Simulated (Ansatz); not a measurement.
# C5H8AlN: basis-set convergence

An exercise on one series of results from a longer session: the logs are not shown, and one member is left open.

The runs use Ansatz 0.2.0, Gaussian basis; one geometry, several basis sets.

Levels to be run: PBE0-D4/def2-SVP; ωB97M-V/def2-SVP; PBE0-D4/def2-QZVPP; ωB97M-V/def2-QZVPP; the functionals' def2-TZVPP values are taken from earlier runs.

## Structure used throughout

An earlier PBE0-D4 in a triple-zeta def2 set relaxation fixed the geometry.

15 atoms, charge 0, spin multiplicity 1.

Atoms are counted from 1 here; the program's logs count them from 0.

Bond lengths: Al1–N2 2.031 Å, Al1–H8 1.606 Å, Al1–H9 1.606 Å, Al1–H10 1.604 Å, N2–C3 1.334 Å, N2–C7 1.334 Å, C3–C4 1.381 Å, C3–H11 1.084 Å, C4–C5 1.385 Å, C4–H12 1.082 Å, C5–C6 1.385 Å, C5–H13 1.084 Å, C6–C7 1.381 Å, C6–H14 1.082 Å, C7–H15 1.084 Å. Angles: N2–Al1–H8 99.4°, N2–Al1–H9 99.4°, N2–Al1–H10 101.4°, H8–Al1–H9 118.6°, H8–Al1–H10 116.2°, H9–Al1–H10 116.2°, Al1–N2–C3 120.4°, Al1–N2–C7 120.3°, C3–N2–C7 119.3°, N2–C3–C4 122.1°, N2–C3–H11 115.7°, C4–C3–H11 122.2°, C3–C4–C5 118.7°, C3–C4–H12 119.8°, C5–C4–H12 121.5°, C4–C5–C6 119.0°, C4–C5–H13 120.5°, C6–C5–H13 120.5° and more.

As a file:

| atom | x (Å) | y (Å) | z (Å) |
| --- | --- | --- | --- |
| Al1 | -0.7185 | 0.3984 | 2.4560 |
| N2 | -0.1355 | 0.1078 | 0.5318 |
| C3 | 0.8835 | -0.7064 | 0.2518 |
| C4 | 1.2778 | -0.9704 | -1.0453 |
| C5 | 0.5919 | -0.3651 | -2.0858 |
| C6 | -0.4635 | 0.4831 | -1.7917 |
| C7 | -0.7954 | 0.6950 | -0.4680 |
| H8 | -1.3083 | 1.8864 | 2.3301 |
| H9 | 0.6933 | 0.1905 | 3.1918 |
| H10 | -1.7950 | -0.7765 | 2.6425 |
| H11 | 1.3866 | -1.1419 | 1.1077 |
| H12 | 2.1104 | -1.6367 | -1.2295 |
| H13 | 0.8789 | -0.5495 | -3.1144 |
| H14 | -1.0239 | 0.9796 | -2.5730 |
| H15 | -1.6042 | 1.3547 | -0.1746 |

The first run:

in.yaml reads:

```yaml
crystal:
  periodic: [false, false, false]
  atoms:
    - {symbol: Al, position_ang: [-0.718504, 0.398420, 2.455990]}
    - {symbol: N, position_ang: [-0.135525, 0.107813, 0.531843]}
    - {symbol: C, position_ang: [0.883502, -0.706418, 0.251786]}
    - {symbol: C, position_ang: [1.277756, -0.970368, -1.045326]}
    - {symbol: C, position_ang: [0.591856, -0.365071, -2.085785]}
    - {symbol: C, position_ang: [-0.463457, 0.483081, -1.791716]}
    - {symbol: C, position_ang: [-0.795426, 0.695027, -0.467955]}
    - {symbol: H, position_ang: [-1.308255, 1.886404, 2.330076]}
    - {symbol: H, position_ang: [0.693322, 0.190511, 3.191778]}
    - {symbol: H, position_ang: [-1.794977, -0.776526, 2.642457]}
    - {symbol: H, position_ang: [1.386594, -1.141876, 1.107738]}
    - {symbol: H, position_ang: [2.110361, -1.636665, -1.229454]}
    - {symbol: H, position_ang: [0.878856, -0.549476, -3.114428]}
    - {symbol: H, position_ang: [-1.023917, 0.979595, -2.573024]}
    - {symbol: H, position_ang: [-1.604185, 1.354748, -0.174583]}
basis:
  gaussian: {orbitals: def2-SVP}
hamiltonian: {xc: pbe0, dispersion: d4}
output: {orbitals: {seedname: orbitals}}
```

Run with:

```bash
ansatz run in.yaml --threads 4 --pin off --events-out ev --progress --plain --max-ram 11315MiB
```

Steps of the session up to this table: PBE0-D4 in def2-SVP; ωB97M-V in def2-SVP; PBE0-D4 in def2-QZVPP; ωB97M-V in def2-QZVPP.

One table of the session follows, with a row left open; its other results are not shown here.

It belongs to the step «Density functionals: the series». 

| functional | basis | HOMO (eV) | LUMO (eV) |
| --- | --- | --- | --- |
| PBE0-D4 | def2-SVP | ? | ? |
| PBE0-D4 | def2-TZVPP | -7.08 | -2.14 |
| PBE0-D4 | def2-QZVPP | -7.08 | -2.16 |
| ωB97M-V | def2-SVP | -9.18 | 0.02 |
| ωB97M-V | def2-TZVPP | -9.29 | -0.08 |
| ωB97M-V | def2-QZVPP | -9.31 | -0.13 |

Q: Estimate the row for PBE0-D4, def2-SVP from the others.

**Answer.** HOMO (eV): -7.02; LUMO (eV): -2.11. In the column «HOMO (eV)» it is the highest.
